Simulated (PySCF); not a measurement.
# H2I3OTl (Tl(I)3(H2O)): the cost of one run

Computed with PySCF 2.14.0. Level: PBE0, Tl def2-SVP with ECP60, I def2-SVP with ECP28, O def2-SVP, H def2-SVP; scalar-relativistic core potentials, no spin–orbit coupling.

1 further run of the same task is left out (for a known fault of the program).

### Step 1. The starting structure

7 atoms, charge 0, spin multiplicity 1.

Bond lengths: Tl1–I2 2.733 Å, Tl1–I3 2.757 Å, Tl1–I4 2.733 Å, Tl1–O5 2.517 Å, O5–H6 0.967 Å, O5–H7 0.967 Å. Angles: I2–Tl1–I3 117.7°, I2–Tl1–I4 122.3°, I2–Tl1–O5 97.7°, I3–Tl1–I4 117.7°, I3–Tl1–O5 89.5°, I4–Tl1–O5 97.7°, Tl1–O5–H6 109.6°, Tl1–O5–H7 109.6°, H6–O5–H7 104.8°.

As a file:

```
Tl    0.0260    0.1577   -0.1577
I     1.2807    2.1360    1.2492
I    -2.2730   -0.9183    0.9183
I     1.2807   -1.2492   -2.1360
O    -1.3828    1.6327   -1.6327
H    -1.9727    2.1692   -1.0857
H    -1.9727    1.0857   -2.1692
```

Formal oxidation states: Tl +3. An earlier session relaxed this geometry at PBE0, Tl def2-SVP with ECP60, I def2-SVP with ECP28, O def2-SVP, H def2-SVP (singlet, point group Cs).

Its energy there is -1142.080540 Eh.

### Step 2. One electron removed, multiplicity 2

File run.py (the lines that set the calculation):

```python
mol = gto.M(atom='''
Tl     0.02601     0.15773    -0.15773
I      1.28073     2.13597     1.24923
I     -2.27296    -0.91829     0.91829
I      1.28073    -1.24923    -2.13597
O     -1.38283     1.63271    -1.63271
H     -1.97269     2.16924    -1.08567
H     -1.97269     1.08567    -2.16924''',
    basis={'Tl': 'def2-SVP', 'I': 'def2-SVP', 'O': 'def2-SVP', 'H': 'def2-SVP'},
    ecp={'Tl': 'def2-SVP', 'I': 'def2-SVP'},
    charge=1, spin=1)
mf = dft.UKS(mol, xc='PBE0')
mf.grids.atom_grid = (50, 194)
mf = mf.density_fit()  # fitting sets: Tl def2-universal-JKFIT, I def2-universal-JKFIT, O def2-universal-JKFIT, H def2-universal-JKFIT
mf.conv_tol = 1e-08; mf.max_cycle = 55
mf.kernel(dm0)  # dm0: the density of the relaxed state
```

On the command line:

```sh
OMP_NUM_THREADS=2 python run.py
```

**Question.** How long does this run take on 2 threads of Arm Neoverse V2, shared host?

About 9 s.
